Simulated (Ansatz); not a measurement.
Born–Oppenheimer molecular dynamics of a periodic cell of 14 atoms, CeIn5Rh (start crystal CeIn5Rh, start structure P4/mmm, volume 1.1 times the crystal's). It goes on from the last frame of an earlier run, with new velocities.

The calculation used Ansatz 0.2.0, DFT LDA, scalar-relativistic, plane waves, PAW. Settings: accuracy low, cutoff 420 eV, k mesh 2x2x2, fermi-dirac smearing 0.3 eV, no spin polarisation.

| Quantity | Value |
| --- | --- |
| ensemble | NVT, Langevin thermostat |
| time step | 2.25 fs |
| steps asked | 400 |
| set temperature | 2800 K |
| friction | 0.02 /fs |
| temperature schedule | 300 steps to 300 K, then 100 steps to 300 K |
| seed | 209101 |

Frames 45 fs apart, positions in Å.

Velocities at 135 fs (Å/ps):

```
Ce 7.18 -1.10 2.31
In -0.90 -3.27 2.02
In 0.90 2.35 -0.39
In 7.47 -1.25 -1.84
In 3.46 -3.02 3.17
In -0.96 -4.44 -3.25
Rh -2.01 12.15 -2.91
Ce 4.27 -1.28 3.88
In 1.96 -12.08 -5.41
In -0.95 -6.15 3.83
In -4.55 -2.02 -7.61
In -6.74 2.06 4.60
In -0.59 -0.12 -1.37
Rh 2.70 0.49 -2.66
```

```xyz
14
Lattice="-4.8471 -4.8471 0.0000 4.8471 -4.8471 0.0000 0.0000 0.0000 7.7795" Properties=species:S:1:pos:R:3 time_fs=135 energy_less_start_eV=0.426 T=2642
Ce 1.413 -4.719 -0.413
In 2.454 -1.835 0.168
In 2.806 -6.006 5.263
In -0.139 -3.113 2.179
In 2.190 -4.811 2.723
In 1.895 -2.533 4.843
Rh -0.784 -4.818 3.767
Ce -0.880 0.331 -0.219
In -2.172 -2.258 0.668
In -2.141 -4.395 6.282
In -0.310 -6.961 2.352
In -3.305 -5.045 2.902
In -0.561 -6.682 5.152
Rh -0.513 0.641 4.349
14
Lattice="-4.8471 -4.8471 0.0000 4.8471 -4.8471 0.0000 0.0000 0.0000 7.7795" Properties=species:S:1:pos:R:3 time_fs=180 energy_less_start_eV=-0.565 T=1720
Ce 1.417 -4.742 -0.240
In 2.401 -1.935 0.239
In 2.949 -6.112 5.251
In 0.193 -2.992 2.162
In 2.142 -4.826 2.619
In 1.838 -2.593 4.667
Rh -0.899 -4.404 3.709
Ce -0.670 0.298 -0.178
In -2.048 -2.637 0.631
In -2.066 -4.327 6.298
In -0.519 -6.974 2.177
In -3.398 -5.139 3.010
In -0.364 -6.706 5.234
Rh -0.496 0.539 4.297
14
Lattice="-4.8471 -4.8471 0.0000 4.8471 -4.8471 0.0000 0.0000 0.0000 7.7795" Properties=species:S:1:pos:R:3 time_fs=225 energy_less_start_eV=-0.573 T=2898
Ce 1.153 -4.674 -0.221
In 2.258 -2.053 0.481
In 2.656 -6.502 4.970
In 0.387 -2.627 2.076
In 2.129 -4.856 2.609
In 1.867 -2.809 4.457
Rh -1.040 -4.380 4.111
Ce -0.332 0.321 -0.178
In -2.005 -2.724 0.856
In -1.996 -4.452 6.300
In -0.545 -6.816 2.156
In -3.376 -5.188 3.239
In -0.074 -6.651 5.186
Rh -0.710 0.429 4.268
14
Lattice="-4.8471 -4.8471 0.0000 4.8471 -4.8471 0.0000 0.0000 0.0000 7.7795" Properties=species:S:1:pos:R:3 time_fs=270 energy_less_start_eV=-0.911 T=2605
Ce 1.010 -4.714 -0.474
In 2.332 -2.089 0.353
In 2.581 -6.754 5.008
In 0.187 -2.594 2.064
In 2.241 -5.080 2.590
In 1.846 -2.924 4.511
Rh -1.153 -4.480 4.453
Ce -0.131 0.444 -0.006
In -2.247 -2.810 0.899
In -2.042 -4.524 6.792
In -0.341 -6.725 2.395
In -3.320 -5.107 3.486
In -0.097 -6.578 5.148
Rh -0.818 0.376 4.144
14
Lattice="-4.8471 -4.8471 0.0000 4.8471 -4.8471 0.0000 0.0000 0.0000 7.7795" Properties=species:S:1:pos:R:3 time_fs=315 energy_less_start_eV=-0.638 T=1765
Ce 0.955 -4.695 -0.669
In 2.379 -2.041 0.502
In 2.711 -7.044 4.944
In 0.081 -2.962 1.942
In 2.122 -5.212 2.486
In 1.535 -2.907 4.668
Rh -1.132 -4.435 4.409
Ce -0.172 0.543 0.253
In -2.589 -2.656 0.784
In -2.119 -4.662 7.088
In -0.319 -6.842 2.546
In -3.362 -5.039 3.464
In -0.316 -6.553 5.219
Rh -0.776 0.479 4.167
14
Lattice="-4.8471 -4.8471 0.0000 4.8471 -4.8471 0.0000 0.0000 0.0000 7.7795" Properties=species:S:1:pos:R:3 time_fs=360 energy_less_start_eV=-1.751 T=1532
Ce 1.046 -4.806 -0.739
In 2.353 -2.092 0.599
In 2.749 -6.996 4.825
In -0.059 -3.289 1.774
In 1.966 -5.148 2.534
In 1.488 -2.967 4.807
Rh -0.932 -4.381 4.500
Ce -0.264 0.529 0.431
In -2.863 -2.419 0.803
In -2.154 -4.551 6.863
In -0.489 -6.979 2.655
In -3.273 -5.221 3.268
In -0.228 -6.742 5.410
Rh -0.924 0.308 4.266
14
Lattice="-4.8471 -4.8471 0.0000 4.8471 -4.8471 0.0000 0.0000 0.0000 7.7795" Properties=species:S:1:pos:R:3 time_fs=405 energy_less_start_eV=-1.672 T=992
Ce 1.031 -5.041 -0.601
In 2.105 -2.297 0.623
In 2.732 -7.043 4.758
In -0.100 -3.366 1.647
In 1.895 -5.111 2.608
In 1.525 -3.042 4.686
Rh -0.770 -4.308 4.501
Ce -0.268 0.415 0.423
In -2.849 -2.399 0.880
In -2.245 -4.581 6.569
In -0.499 -6.961 2.705
In -3.344 -5.369 3.118
In -0.265 -7.058 5.442
Rh -0.927 0.228 4.281
14
Lattice="-4.8471 -4.8471 0.0000 4.8471 -4.8471 0.0000 0.0000 0.0000 7.7795" Properties=species:S:1:pos:R:3 time_fs=450 energy_less_start_eV=-2.460 T=1131
Ce 0.784 -5.104 -0.664
In 2.106 -2.339 0.630
In 2.718 -6.884 4.729
In -0.406 -3.364 1.757
In 1.828 -4.942 2.586
In 1.608 -3.218 4.635
Rh -0.759 -4.425 4.365
Ce -0.301 0.289 0.294
In -2.755 -2.471 0.901
In -2.292 -4.631 6.471
In -0.487 -6.966 2.604
In -3.513 -5.373 3.130
In -0.230 -7.172 5.373
Rh -0.946 0.213 4.154
14
Lattice="-4.8471 -4.8471 0.0000 4.8471 -4.8471 0.0000 0.0000 0.0000 7.7795" Properties=species:S:1:pos:R:3 time_fs=495 energy_less_start_eV=-3.003 T=1061
Ce 0.586 -5.009 -0.711
In 2.204 -2.242 0.575
In 2.786 -6.802 4.841
In -0.624 -3.338 1.944
In 1.811 -5.046 2.370
In 1.655 -3.190 4.737
Rh -0.721 -4.519 4.277
Ce -0.426 0.228 0.283
In -2.793 -2.576 0.853
In -2.454 -4.737 6.378
In -0.357 -7.107 2.593
In -3.495 -5.383 3.113
In -0.263 -7.259 5.369
Rh -1.080 0.375 4.012
14
Lattice="-4.8471 -4.8471 0.0000 4.8471 -4.8471 0.0000 0.0000 0.0000 7.7795" Properties=species:S:1:pos:R:3 time_fs=540 energy_less_start_eV=-3.170 T=956
Ce 0.562 -4.936 -0.628
In 2.170 -2.196 0.504
In 2.656 -6.933 4.974
In -0.665 -3.496 2.124
In 1.743 -5.157 2.320
In 1.540 -3.047 4.864
Rh -0.734 -4.608 4.415
Ce -0.503 0.181 0.275
In -2.950 -2.613 0.700
In -2.539 -4.842 6.382
In -0.505 -7.135 2.471
In -3.377 -5.474 3.000
In -0.268 -7.266 5.367
Rh -1.216 0.405 3.897
14
Lattice="-4.8471 -4.8471 0.0000 4.8471 -4.8471 0.0000 0.0000 0.0000 7.7795" Properties=species:S:1:pos:R:3 time_fs=585 energy_less_start_eV=-3.393 T=880
Ce 0.509 -4.966 -0.520
In 2.065 -2.236 0.562
In 2.660 -7.045 4.945
In -0.805 -3.505 2.166
In 1.615 -5.188 2.431
In 1.433 -3.065 4.775
Rh -0.809 -4.710 4.580
Ce -0.556 -0.028 0.357
In -2.886 -2.650 0.471
In -2.671 -4.826 6.409
In -0.742 -7.073 2.323
In -3.365 -5.415 3.159
In -0.304 -7.368 5.388
Rh -1.309 0.292 3.891
14
Lattice="-4.8471 -4.8471 0.0000 4.8471 -4.8471 0.0000 0.0000 0.0000 7.7795" Properties=species:S:1:pos:R:3 time_fs=630 energy_less_start_eV=-3.178 T=685
Ce 0.504 -5.063 -0.502
In 1.911 -2.280 0.580
In 2.771 -7.039 4.915
In -0.932 -3.413 2.202
In 1.567 -5.119 2.541
In 1.477 -3.190 4.687
Rh -0.879 -4.811 4.553
Ce -0.636 -0.262 0.397
In -2.628 -2.678 0.397
In -2.830 -4.878 6.447
In -0.821 -7.105 2.211
In -3.434 -5.371 3.289
In -0.303 -7.489 5.392
Rh -1.287 0.266 4.018
```

Of the whole run (900 fs, mean temperature of the second half 640 K): The schedule's set-point averaged 509 K over the second half and the system 640 K, so it lags behind the ramp. A run of 0.9 ps of so small a system gives no equilibrium averages. Limits of this set-up: coarse k mesh, magnetic elements without spin, low accuracy level.

Run time: 22 min on 2 threads of AMD EPYC 9R45 96-Core Processor (Zen 5), on a shared host, peak memory 1.2 GiB.
